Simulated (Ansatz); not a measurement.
What does this script print? It uses Ansatz 0.2.0 through its Python package.

`edit.py`
```python
import warnings

import ansatz as az
from ase import Atoms

XC = 'lda'
MESH = (10, 10, 3)

warnings.simplefilter('ignore', az.DeckWarning)

atoms = Atoms(
    ['B', 'C', 'C', 'C', 'C', 'C', 'C', 'C'],
    scaled_positions=[
        (0.0, 0.0, 0.322868),
        (0.0, 0.0, 0.512178),
        (1 / 3, 2 / 3, 1.9e-05),
        (1 / 3, 2 / 3, 0.816284),
        (2 / 3, 1 / 3, 0.754955),
        (2 / 3, 1 / 3, 0.573526),
        (2 / 3, 1 / 3, 0.063545),
        (2 / 3, 1 / 3, 0.239094),
    ],
    cell=[
        (2.5358173, 0.0, 0.0),
        (-1.26790865, 2.1960822, 0.0),
        (0.0, 0.0, 8.522268),
    ],
    pbc=True,
)
bc7 = az.Crystal.from_ase(atoms)

model = (
    bc7.calculation()
    .functional(XC)
    .pseudopotentials('paw')
    .basis(16 * az.Ha)
    .kpoints(*MESH)
    .occupations(az.OccupationsMethod.COLD, width=50 * az.meV)
    .band_table()
)
typed = model.input()
rows = []
for value in [4, 6, 9]:
    edited = typed.set(az.key.basis.ecutrho_ratio, value)
    r = az.Session.from_dict(edited).plan().execute().report
    rows.append((value, r['free_energy_ev'], r['n_iterations'], len(r['eigenvalues_ev'][0]) if 'eigenvalues_ev' in r else 0))
for row in rows:
    print('; '.join(f'{name} = {round(v, 4) if isinstance(v, float) else v}' for name, v in zip(['density ratio', 'F eV', 'iterations', 'bands listed'], row)))
print(edited.to_yaml())
```

```console
$ python edit.py
density ratio = 4; F eV = -1849.684; iterations = 7; bands listed = 24
density ratio = 6; F eV = -1849.684; iterations = 7; bands listed = 24
density ratio = 9; F eV = -1849.684; iterations = 7; bands listed = 24
crystal:
  lattice:
    - [2.5358173, 0.0, 0.0]
    - [-1.26790865, 2.1960822, 0.0]
    - [0.0, 0.0, 8.522268]
  atoms:
    - { symbol: B, position: [0.0, 0.0, 0.322868] }
    - { symbol: C, position: [0.0, 0.0, 0.512178] }
    - { symbol: C, position: [0.3333333333333333, 0.6666666666666666, 1.9e-05] }
    - { symbol: C, position: [0.3333333333333333, 0.6666666666666666, 0.816284] }
    - { symbol: C, position: [0.6666666666666666, 0.3333333333333333, 0.754955] }
    - { symbol: C, position: [0.6666666666666666, 0.3333333333333333, 0.573526] }
    - { symbol: C, position: [0.6666666666666666, 0.3333333333333333, 0.063545] }
    - { symbol: C, position: [0.6666666666666666, 0.3333333333333333, 0.239094] }
basis:
  ecutwfc: 435.382179935808
  ecutrho_ratio: 9
kpoints:
  mp_grid:
    grid: [10, 10, 3]
hamiltonian:
  xc: lda
  pseudopotentials:
    kind: paw
scf:
  occupations:
    method: cold
    width: 0.05
output:
  eigenvalues: true
```

Reading the output:
- Total energies depend on the potentials; only differences at equal settings carry meaning. A total without «per atom» is that of the whole cell that was run.
- The mesh is modest for a metal, so energies can be off by several to tens of meV an atom and pressures by half a GPa or more; differences at equal mesh fare better.
- This cell is a computed structure, which may not be the phase found in nature.
- Hardware and time: 14 s on 1 thread of Arm Neoverse V1, with other jobs on the host, peak memory 0.42 GiB.
